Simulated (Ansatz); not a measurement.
**Hf: stress in a strained cell**

Hf is deformed so: equal xx and yy strain of -2 %. What stress and forces result, by LAPW, PAW and all-electron datasets made for the crystal?

Computed with Ansatz 0.2.0 (DFT LDA, scalar-relativistic, unless a step's input says otherwise).

### Step 1. Starting point

It takes space group Fm-3m (No. 225, cubic). Conventional cell: a = 4.440 Å, b = 4.440 Å, c = 4.440 Å, α = 90.00°, β = 90.00°, γ = 90.00°. Hf (site symmetry m-3m) has 12 Hf at 3.14 Å as nearest neighbours.

Structure file:

```xyz
1
Lattice="0.0000 2.2200 2.2200 2.2200 0.0000 2.2200 2.2200 2.2200 0.0000" Properties=species:S:1:pos:R:3 pbc="T T T"
Hf    0.0000    0.0000    0.0000
```

### Step 2. After the deformation

Space group Fm-3m before, I4/mmm after.

### Step 3. LAPW, all electrons

The input, input.yaml:

```yaml
crystal:
  lattice:
    - [0.0, 2.1756, 2.22]
    - [2.1756, 0.0, 2.22]
    - [2.1756, 2.1756, 0.0]
  atoms:
    - { symbol: Hf, position: [0.0, 0.0, 0.0] }
kpoints:
  mp_grid: { grid: [13, 13, 13] }
  band_path:
    path:
      - [0.0, 0.0, 0.0]
      - [0.0, 0.5, 0.5]
      - [0.25, 0.75, 0.5]
      - [0.0, 0.5, 0.0]
      - [0.0, 0.0, 0.0]
      - [0.5, 0.5, 0.0]
      - [0.37005, 0.62995, 0.0]
      - [-0.37005, 0.37005, 0.0]
      - [0.0, 0.0, 0.0]
    npoints: 5
scf:
  occupations: { method: fermi_dirac, width: 0.03 }
hamiltonian:
  xc: lda
  pseudopotentials: { kind: all_electron, lapw: { basis_error: 0.001 } }
output:
  forces: true
  stress: true
  eigenvalues: true
```

Command:

```bash
$ ansatz run input.yaml --threads 1 --pin off --max-ram 3072MiB --backend cpu --events-out ev --progress --plain --runs-dir out
```

### Step 4. Frozen-core PAW

The input, input.yaml:

```yaml
crystal:
  lattice:
    - [0.0, 2.1756, 2.22]
    - [2.1756, 0.0, 2.22]
    - [2.1756, 2.1756, 0.0]
  atoms:
    - { symbol: Hf, position: [0.0, 0.0, 0.0] }
kpoints:
  mp_grid: { grid: [13, 13, 13] }
scf:
  occupations: { method: fermi_dirac, width: 0.03 }
hamiltonian:
  xc: lda
  pseudopotentials: { kind: paw }
output:
  forces: true
  stress: true
  eigenvalues: true
  efg: { contact_densities: true }
```

### Step 5. All-electron PAW on datasets made for the crystal

Changes to input.yaml since step 4:

```diff
@@ -13,3 +13,3 @@
   xc: lda
-  pseudopotentials: { kind: paw }
+  pseudopotentials: { kind: all_electron, datasets: crystal }
 output:
```

(Steps that only read results are left out.)

Before running it: what results should come out? Wanted: pressure; largest shear or deviatoric stress.

As calculated:

| quantity | value |
| --- | --- |
| pressure | LAPW -1.24, PAW -1.28, crystal datasets -1.24 GPa |
| largest shear or deviatoric stress (LAPW) | 0.55 GPa |

**Reading.** The largest part of the stress beyond the pressure is 0.55 GPa in size, in the zz component. No run of the undeformed cell stands beside it, so the pressure holds what the given cell had before the change. PAW: stress within 0.04 GPa of LAPW. Crystal datasets: stress within 0.01 GPa of LAPW. Spin-orbit coupling is left out, though the cell holds Hf; in elements this heavy it can shift bands and gaps by tenths of an eV.
